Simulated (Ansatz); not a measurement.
# FH4NSn: short molecular-dynamics run from a Python script

The task is a short molecular-dynamics run, for FH4NSn. SMILES: [NH2][SnH2][F].

Program: Ansatz 0.2.0 through its Python package. Level of theory: PBE+D4/def2-SVP. These are calculated values, not measurements.

**1. The structure**

Bond lengths: N1–Sn2 2.009 Å, Sn2–F3 1.935 Å, N1–H4 1.104 Å, N1–H5 1.037 Å, Sn2–H6 1.760 Å, Sn2–H7 1.777 Å. Angles: N1–Sn2–F3 107.8°, N1–Sn2–H6 110.5°, N1–Sn2–H7 109.5°, F3–Sn2–H6 110.2°, F3–Sn2–H7 110.0°, H6–Sn2–H7 108.8°, Sn2–N1–H4 105.0°, Sn2–N1–H5 111.4°, H4–N1–H5 104.3°.

The script holds or builds the structure itself.

**2. The code**

File fh4nsn.py:

```python
# -*- coding: utf-8 -*-
"""A short Born-Oppenheimer trajectory of FH4NSn."""

import logging
import sys
import warnings

import ansatz as az
from ase import Atoms
import numpy as np

logging.basicConfig(stream=sys.stdout, format="[%(levelname)s] %(message)s")
logger = logging.getLogger("fh4nsn")
logger.setLevel(logging.INFO)

warnings.simplefilter("ignore", az.DeckWarning)

atoms = Atoms(["N", "Sn", "F", "H", "H", "H", "H"], positions=[
    [-1.0149, 0.127, -0.8274],
    [0.3867, -0.1379, 0.5874],
    [0.362, -2.0033, 1.1017],
    [-0.9168, 1.183, -1.1337],
    [-0.7924, -0.4098, -1.6865],
    [0.0558, 0.882, 1.9836],
    [1.9809, 0.291, -0.0709],
])
molecule = az.Crystal.molecule_from_ase(atoms)

setup = (
    molecule.calculation()
    .basis(gaussian="def2-SVP")
    .functional("pbe", dispersion="d4")
    .accuracy("medium")
    .scf(lower_state_search="off")
)
symbols = [site.symbol for site in molecule.cartesian_sites]
start = np.array([site.position_ang for site in molecule.cartesian_sites], dtype=float)
summary = setup.relax(force_tolerance=0.02).run(threads=1).report
end = np.array(summary["positions_ang"])
minimum = az.Crystal.molecule()
for symbol, place in zip(symbols, end):
    minimum = minimum.atom(symbol, place.tolist())

# dynamics from the relaxed geometry
setup = (
    minimum.calculation()
    .basis(gaussian="def2-SVP")
    .functional("pbe", dispersion="d4")
    .accuracy("medium")
    .scf(lower_state_search="off")
    .md("nvt_nose_hoover", timestep=0.5, steps=20, temperature=300, initial_velocities="maxwell_boltzmann", seed=72, thermostat_time=10)
)
frames = []
res = setup.session().plan().execute(on_event=lambda e: frames.append(e["data"]) if e["event"] == "md_step" else None)
logger.info("t (fs)   E_pot (eV)      E_kin (eV)   T (K)   d(0-1) (A)")
for f in frames[::3]:
    xyz = np.array(f["positions_ang"])
    logger.info(f"{f['time_fs']:6.2f} {f['lagrangian_ev']:14.5f} {f['e_kin_ev']:10.5f} {f['temperature_k']:8.1f} {np.linalg.norm(xyz[0] - xyz[1]):9.4f}")
kept = np.array([f["conserved_ev"] for f in frames])
logger.info(f"conserved energy moves by at most {1000 * np.ptp(kept):.3f} meV")
symbols = [site.symbol for site in molecule.cartesian_sites]
with open("last_frame.xyz", "w") as handle:
    handle.write(f"{len(symbols)}\nt = {frames[-1]['time_fs']} fs\n")
    handle.writelines("{:2s} {:10.5f} {:10.5f} {:10.5f}\n".format(s, *xyz) for s, xyz in zip(symbols, frames[-1]["positions_ang"]))
```

**3. What the engine is handed**

The engine receives this input (first run):

```yaml
crystal:
  periodic: [false, false, false]
  atoms:
    - { symbol: "N", position_ang: [-1.0149, 0.127, -0.8274] }
    - { symbol: Sn, position_ang: [0.3867, -0.1379, 0.5874] }
    - { symbol: F, position_ang: [0.362, -2.0033, 1.1017] }
    - { symbol: H, position_ang: [-0.9168, 1.183, -1.1337] }
    - { symbol: H, position_ang: [-0.7924, -0.4098, -1.6865] }
    - { symbol: H, position_ang: [0.0558, 0.882, 1.9836] }
    - { symbol: H, position_ang: [1.9809, 0.291, -0.0709] }
accuracy: medium
basis:
  gaussian:
    orbitals: def2-SVP
hamiltonian:
  xc: pbe
  dispersion: d4
scf:
  lower_state_search: "off"
relax:
  f_tol: 0.02
```

**4. Launch**

On the command line:

```console
$ python fh4nsn.py
```

**Question.** What results will this script give? Wanted: moves of the relaxation of run 1; energy gained in run 1; last largest force component of run 1; mean temperature, second half; farthest move; largest change of the conserved energy.

The runs gave:

| quantity | value |
| --- | --- |
| runs compared | 2 |
| moves of the relaxation of run 1 | 11 |
| energy gained in run 1 | 0.269 eV |
| last largest force component of run 1 | 0.0043 eV/Å |
| length of the run | 20 steps, 10 fs |
| mean temperature, second half | 170 K |
| farthest move | 0.26 Å |
| largest change of the conserved energy | 0.07 meV/atom |

**Reading.** Run 1: The relaxation took 11 moves; the largest shift is 0.806 Å, of atom 4 (H). So large a move can change the bonding: the results belong to the relaxed structure. The temperature swings between 133 and 300 K, with a mean of 170 K in the second half; from a start near a minimum about half of the kinetic energy passes into potential energy. The conserved energy stays within 0.07 meV/atom, so the time step holds. 10 fs show the first vibrations only, not equilibrium. What to keep in mind:
- These settings explore the input space; basis and method may be short of convergence.
- The trajectory is only some femtoseconds long, and gives no averages; where the script doesn't relax first, it starts from a rough generated geometry.
- def2 sets replace the cores of elements past krypton by effective core potentials.
